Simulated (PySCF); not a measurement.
# C₅H₁₀NPSi: electronic excitations

Aim: predict the electronic excitations of C₅H₁₀NPSi (`C=C(C#N)C[Si@@H](C)P`).

Computed with PySCF 2.14.0, with density-fitted response routines of our own, on a single molecule in the gas phase. Atoms count from 0, in the outputs and in this text.

## (1) The molecule as given

18 atoms, charge 0, multiplicity 1; geometry from: GFN2-xTB.

Bonds of the start (Å): C0–C1 1.33, C1–C2 1.42, C2–N3 1.15, C1–C4 1.49, C4–Si5 1.93, Si5–C6 1.90, Si5–P7 2.25, C0–H8 1.08, C0–H9 1.08, C4–H10 1.09, C4–H11 1.09, Si5–H12 1.47, C6–H13 1.09, C6–H14 1.09, C6–H15 1.08, P7–H16 1.38, P7–H17 1.38.

## (2) Excited states and response: wB97X-D/def2-SVPD

The job: settings as JSON, then the geometry in Å.

```
{"job": {"kind": "uv", "xc": "wB97X-D", "basis": "def2-SVPD", "nstates": 8, "ntriplets": 3}, "charge": 0, "multiplicity": 1}
C      2.246577     0.120132     1.232542
C      1.748413     0.415842     0.030904
C      2.051616     1.660878    -0.570824
N      2.287099     2.662767    -1.076567
C      0.811113    -0.453696    -0.733925
Si    -1.000894     0.067258    -0.344137
C     -2.196671    -1.207990    -1.090980
P     -1.149697    -0.026781     1.898849
H      2.891373     0.800198     1.762960
H      2.025520    -0.820296     1.709238
H      0.961212    -1.493882    -0.444476
H      0.998382    -0.365774    -1.803455
H     -1.239855     1.398378    -0.926509
H     -2.079243    -2.178559    -0.617278
H     -3.226882    -0.896976    -0.950988
H     -2.030158    -1.332658    -2.155714
H     -0.647344     1.243165     2.120428
H     -2.459320     0.414314     1.948273
```

Method: TDDFT wB97X-D/def2-SVPD, vertical, gas phase, core orbitals frozen in the response.

The run is started by

```bash
$ OMP_NUM_THREADS=1 python probes_run.py task.json out
```

One launch serves the whole session: the jobs run in the order shown.

Log:

```text
coarse grid: 15944 points
cycle   1  E = -881.4696378397  dE =  9.116e-01  |g| = 5.241e-01  |ddm| = 6.083e+00
cycle   2  E = -881.4154340195  dE =  5.420e-02  |g| = 7.784e-01  |ddm| = 1.563e+00
cycle   3  E = -881.5451164635  dE = -1.297e-01  |g| = 6.958e-02  |ddm| = 9.789e-01
cycle   4  E = -881.5463281686  dE = -1.212e-03  |g| = 3.340e-02  |ddm| = 1.986e-01
cycle   5  E = -881.5466318543  dE = -3.037e-04  |g| = 4.721e-03  |ddm| = 8.955e-02
cycle   6  E = -881.5466405850  dE = -8.731e-06  |g| = 1.623e-03  |ddm| = 2.217e-02
final grid: 144608 points
cycle   7  E = -881.6634531170  dE = -9.924e-05  |g| = 4.792e-03  |ddm| = 1.678e-01
cycle   8  E = -881.6634525630  dE =  5.539e-07  |g| = 5.721e-03  |ddm| = 2.202e-02
cycle   9  E = -881.6634592648  dE = -6.702e-06  |g| = 1.190e-03  |ddm| = 7.869e-03
cycle  10  E = -881.6634595853  dE = -3.204e-07  |g| = 4.064e-04  |ddm| = 2.787e-03
cycle  11  E = -881.6634596404  dE = -5.507e-08  |g| = 5.432e-05  |ddm| = 1.246e-03
cycle  12  E = -881.6634596419  dE = -1.573e-09  |g| = 2.697e-05  |ddm| = 2.888e-04
cycle  13  E = -881.6634596422  dE = -2.719e-10  |g| = 9.463e-06  |ddm| = 9.904e-05
converged SCF energy = -881.6634596422

Static polarisability (au): isotropic 115.384, principal 97.349 123.230 125.574

Singlet excitations
state   eV       nm        f      main configurations
  1   5.8703    211.2   0.13650   H->L 0.48, H-1->L 0.45
  2   6.0572    204.7   0.05607   H-1->L 0.50, H->L 0.46
  3   6.6299    187.0   0.00527   H-4->L 0.65, H-3->L 0.23
  4   6.7332    184.1   0.00838   H->L+1 0.29, H->L+2 0.19, H->L+3 0.19
  5   7.1585    173.2   0.04165   H-3->L 0.23, H-2->L 0.23, H-1->L+5 0.11
  6   7.1877    172.5   0.04484   H-2->L 0.17, H-1->L+5 0.12, H-4->L 0.08
  7   7.2475    171.1   0.03122   H->L+1 0.36, H->L+2 0.29, H->L+6 0.12
  8   7.2765    170.4   0.33136   H->L+3 0.46, H->L+2 0.14, H-1->L+3 0.11

Triplet excitations (Tamm-Dancoff, eV): 3.6557 5.7305 5.9009
```

Wall time 3.8 min (1 thread of Intel Xeon at 2.50GHz, shared host); peak memory 1.1 GiB.

The orbitals next to the gap, with their largest atomic shares:

| orbital | eV | atoms |
| --- | --- | --- |
| HOMO−3 | -11.25 | C6 18 %, N3 16 %, C4 14 % |
| HOMO−2 | -10.91 | P7 29 %, Si5 20 %, C6 18 % |
| HOMO−1 | -9.54 | C0 27 %, C1 20 %, C4 10 % |
| HOMO | -9.41 | P7 59 %, Si5 14 %, H17 6 % |
| LUMO | 0.26 | C0 29 %, C1 23 %, N3 15 % |
| LUMO+1 | 1.76 | Si5 24 %, P7 20 %, C6 12 % |
| LUMO+2 | 2.16 | C0 15 %, P7 15 %, C2 10 % |

With each of the 8 states as a Gaussian band of 0.4 eV half-width at 1/e, the curve within the window shown has maxima at 210 nm (ε 7,500), 171 nm (ε 18,000) L/(mol cm). Beyond the last state computed it falls off for lack of states. The curve at chosen wavelengths:

(nm, ε (L/mol/cm)): (164, 9564), (167, 14618), (170, 17743), (173, 17537), (175, 15710), (178, 11644), (181, 7551), (184, 4504), (187, 2758), (190, 2126), (192, 2189), (195, 2834), (198, 3938), (201, 5236), (204, 6427), (207, 7231), (209, 7459), (212, 7302), (215, 6620), (218, 5587), (221, 4412), (224, 3277), (226, 2603), (229, 1763), (232, 1135), (235, 699)

Ground-state properties from the same run:

| property | computed |
| --- | --- |
| dipole moment (D) | 3.77 |
| polarisability (Å³) | 17.10 |
| HOMO–LUMO gap (eV) | 9.67 |
| −ε(HOMO) (eV) | 9.41 |

## (3) Outcome

| quantity | value |
| --- | --- |
| lowest singlet (wB97X-D/def2-SVPD) | 5.87 eV (211 nm), f = 0.137 |
| brightest single state of those computed | state 8, 7.28 eV, f = 0.331 |
| lowest triplet | 3.66 eV |

What this shows: The lowest singlet, at 5.87 eV, is HOMO→LUMO 0.48, HOMO−1→LUMO 0.45 and is bright; of the 8 states computed, the strongest absorption comes from state 8 at 7.28 eV (the last computed, so partners may be missing). The lowest triplet lies 2.21 eV below the lowest singlet (triplets in Tamm-Dancoff, singlets in full TDDFT).
